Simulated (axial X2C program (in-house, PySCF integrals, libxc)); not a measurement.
**ZrSi⁺: properties at the nuclei**

Wanted for ZrSi⁺: properties at the nuclei, at the two-component level.

Method: two-component X2C with atomic mean-field terms, Zr dyall-cv3z, Si dyall-v3z; program: an in-house X2C program for linear molecules on PySCF integrals.

All values are calculated.

## Step 1: Input

task.json

```json
{
 "zs": [
  40,
  14
 ],
 "q": 1,
 "bas": [
  "dyall-cv3z",
  "dyall-v3z"
 ],
 "r0": 2.7,
 "levels": [
  "PBE0",
  "HF",
  "B3LYP",
  "LDA",
  "PBE"
 ],
 "nst": 3
}
```

Keys: zs atomic numbers; q charge; bas basis sets; r0 starting distance in Å; levels methods (HF also brings MP2); nst determinants followed.

Command:

```sh
> python soeom.py task.json out
```

Nuclei are Gaussian, cores are contracted, and the Gaunt term is on.

## Step 2: Expectation values, lowest determinant

R = 2.529 Å. State: Ω = 1/2 (excess of +ω over −ω: ω = 1/2).

Output of the PBE0 run:

```text
two-component X2C + atomic mean field  PBE0
basis functions 207  fitting functions 1034  grid points 5081
iter        total energy     max residual
   1      -3886.274193485     5.39e-06
   2      -3886.274193489     4.65e-06
   3      -3886.274193490     3.20e-06
converged
one-electron -5588.23262144  Coulomb 1721.81837767  exact exchange -33.30610775  xc functional -102.09576754  nuclear repulsion 117.17644844  atomic mean-field constant -1.63452287
```

The highest occupied spinor is 45% Zr s, 43% Zr d, 9% Si p.

```tsv
level	Eeff magnitude (GV/cm)	Ws magnitude Zr (kHz)	A∥/gI Zr (MHz)	qzz Zr (a.u.)	A∥/gI Si (MHz)	qzz Si (a.u.)
PBE0	1.36	1.41	2460	-0.41	18.4	-0.40
HF	2	1.96	1780	-0.68	-12.1	-0.37
B3LYP	0.979	1.05	2760	-0.36	115	-0.39
LDA	0.642	0.639	3230	-0.71	111	-0.33
PBE	0.96	1.02	2660	-0.32	23.7	-0.39
```

Eeff is the effective electric field on the electron dipole moment in this Ω state and Ws the scalar–pseudoscalar constant (defined with the proton number Z and per Ω); A∥ is the parallel hyperfine constant, which follows by multiplying with the nuclear g factor gI = μI/(I μN); qzz is the electric field gradient, eQq0 = 234.96 MHz × Q/barn × qzz. The operators were transformed with the bare-nucleus X2C matrices.

## Step 3: Expectation values, a higher determinant

R = 2.529 Å. State: Ω = 9/2 (excess of +ω over −ω: ω = 1/2, ω = 3/2, ω = 5/2), 0.09 eV above the lowest in the PBE0 search for states (made at or near this distance, with looser thresholds).

Output of the PBE0 run:

```text
two-component X2C + atomic mean field  PBE0
basis functions 207  fitting functions 1034  grid points 5081
iter        total energy     max residual
   1      -3886.270798209     2.29e-06
   2      -3886.270798210     1.08e-06
converged
one-electron -5588.17600091  Coulomb 1721.76363659  exact exchange -33.30586847  xc functional -102.09449099  nuclear repulsion 117.17644844  atomic mean-field constant -1.63452287
```

The highest occupied spinor is 45% Zr s, 43% Zr d, 9% Si p.

```tsv
level	Eeff magnitude (GV/cm)	Ws magnitude Zr (kHz)	A∥/gI Zr (MHz)	qzz Zr (a.u.)	A∥/gI Si (MHz)	qzz Si (a.u.)
PBE0	1.38	0.16	473	-0.44	0.0588	-0.41
HF	2.15	0.235	379	-0.70	-13.4	-0.37
B3LYP	1.03	0.124	509	-0.37	11.1	-0.39
LDA	0.658	0.0832	535	-0.26	15.9	-0.40
PBE	0.954	0.115	498	-0.34	3.42	-0.39
```

## Step 4: Expectation values, a higher determinant

R = 2.529 Å. State: Ω = 7/2 (excess of +ω over −ω: ω = -1/2, ω = 3/2, ω = 5/2), 0.17 eV above the lowest in the PBE0 search for states (made at or near this distance, with looser thresholds).

Output of the PBE0 run:

```text
two-component X2C + atomic mean field  PBE0
basis functions 207  fitting functions 1034  grid points 5081
iter        total energy     max residual
   1      -3886.267953600     3.59e-06
   2      -3886.267953602     3.19e-06
   3      -3886.267953603     2.39e-06
converged
one-electron -5588.83500317  Coulomb 1722.42348767  exact exchange -33.29699174  xc functional -102.10137193  nuclear repulsion 117.17644844  atomic mean-field constant -1.63452287
```

The highest occupied spinor is 56% Si p, 23% Zr d, 11% Zr s.

```tsv
level	Eeff magnitude (GV/cm)	Ws magnitude Zr (kHz)	A∥/gI Zr (MHz)	qzz Zr (a.u.)	A∥/gI Si (MHz)	qzz Si (a.u.)
PBE0	0.104	0.0357	138	-0.32	-23.4	-1.85
HF	3.1	0.467	98	-0.22	-54.3	-1.16
B3LYP	0.0181	0.0252	104	-0.41	-18.6	-1.84
LDA	0.064	0.0114	150	-0.79	-17.2	-1.74
PBE	0.0241	0.0216	173	-0.66	-21.6	-1.72
```

## Step 5: What came out

| quantity | value |
| --- | --- |
| lowest determinant | Ω = 1/2 (excess of +ω over −ω: ω = 1/2) |
| Eeff magnitude (GV/cm), PBE0 | 1.36 |
| Ws magnitude Zr (kHz), PBE0 | 1.41 |
| A∥/gI Zr (MHz), PBE0 | 2460 |
| qzz Zr (a.u.), PBE0 | -0.41 |
| higher determinant | Ω = 9/2 (excess of +ω over −ω: ω = 1/2, ω = 3/2, ω = 5/2) |
| Eeff magnitude (GV/cm), PBE0, higher determinant | 1.38 |
| Ws magnitude Zr (kHz), PBE0, higher determinant | 0.16 |
| A∥/gI Zr (MHz), PBE0, higher determinant | 473 |
| qzz Zr (a.u.), PBE0, higher determinant | -0.44 |
| higher determinant | Ω = 7/2 (excess of +ω over −ω: ω = -1/2, ω = 3/2, ω = 5/2) |
| Eeff magnitude (GV/cm), PBE0, higher determinant | 0.104 |
| Ws magnitude Zr (kHz), PBE0, higher determinant | 0.0357 |
| A∥/gI Zr (MHz), PBE0, higher determinant | 138 |
| qzz Zr (a.u.), PBE0, higher determinant | -0.32 |

**Reading.** In the first state, the effective field runs from 0.642 to 2 GV/cm over the mean-field levels, so the levels don't agree on it. The expectation values come from single determinants, which for open shells can mix terms of unlike spin or miss the lowest Ω, so a determinant need not be a state. Eeff is the effective electric field on the electron dipole moment in this Ω state and Ws the scalar–pseudoscalar constant (defined with the proton number Z and per Ω); A∥ is the parallel hyperfine constant, which follows by multiplying with the nuclear g factor gI = μI/(I μN); qzz is the electric field gradient, eQq0 = 234.96 MHz × Q/barn × qzz. The operators were transformed with the bare-nucleus X2C matrices. A second determinant lies within 0.1 eV of the first, so their order is not settled at this level.
